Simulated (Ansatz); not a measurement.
The same calculation of C₃H₅B, SMILES CB1C=C1 as a Python script and as an input file (Ansatz's Python interface).

`deck.py`:
```python
import ansatz as az

deck = {
    "crystal": {
        "periodic": [False, False, False],
        "atoms": [
            {"symbol": "C", "position_ang": [0.402, 1.1357, -0.7694]},
            {"symbol": "B", "position_ang": [-0.0145, -0.0929, 0.0911]},
            {"symbol": "C", "position_ang": [0.1439, -1.5198, 0.4565]},
            {"symbol": "C", "position_ang": [-0.8148, -0.8003, 1.0558]},
            {"symbol": "H", "position_ang": [-0.2007, 1.1342, -1.7578]},
            {"symbol": "H", "position_ang": [0.0741, 2.1169, -0.2299]},
            {"symbol": "H", "position_ang": [1.4706, 1.1903, -0.9817]},
            {"symbol": "H", "position_ang": [0.7684, -2.4299, 0.3508]},
            {"symbol": "H", "position_ang": [-1.7405, -0.7805, 1.7674]},
        ],
    },
    "basis": {"gaussian": {"orbitals": "cc-pVDZ"}},
    "hamiltonian": {"xc": "hf"},
}
session = az.Session.from_dict(deck)
rep = session.plan(threads=1).execute().report

print("reference energy %16.6f eV" % rep["reference_energy_ev"])
print("total energy     %16.6f eV" % rep["free_energy_ev"])
print("occupied orbitals outside the frozen core (up, down):", rep["n_occupied"], " frozen:", rep["n_frozen"], " virtual:", rep["n_virtual"])
symbols = ["C", "B", "C", "C", "H", "H", "H", "H", "H"]
```

```console
$ python deck.py
reference energy     -3840.723664 eV
total energy         -3840.723664 eV
occupied orbitals outside the frozen core (up, down): [14, 14]  frozen: 0  virtual: [67, 67]
```

`input.yaml`:
```yaml
crystal:
  periodic: [false, false, false]
  atoms:
    - { symbol: C, position_ang: [0.402, 1.1357, -0.7694] }
    - { symbol: B, position_ang: [-0.0145, -0.0929, 0.0911] }
    - { symbol: C, position_ang: [0.1439, -1.5198, 0.4565] }
    - { symbol: C, position_ang: [-0.8148, -0.8003, 1.0558] }
    - { symbol: H, position_ang: [-0.2007, 1.1342, -1.7578] }
    - { symbol: H, position_ang: [0.0741, 2.1169, -0.2299] }
    - { symbol: H, position_ang: [1.4706, 1.1903, -0.9817] }
    - { symbol: H, position_ang: [0.7684, -2.4299, 0.3508] }
    - { symbol: H, position_ang: [-1.7405, -0.7805, 1.7674] }
basis:
  gaussian:
    orbitals: cc-pVDZ
hamiltonian:
  xc: hf
```

Total energies depend on the basis set; only differences at equal settings carry meaning. The geometry is a force-field or estimated start, not a minimum of this method, and the basis set is short of its limit. Timing: 0.7 s on 1 thread of Arm Neoverse V1 (shared host), peak memory 0.15 GiB.

(Lines on the test bed's own set-up are left out of the output.)
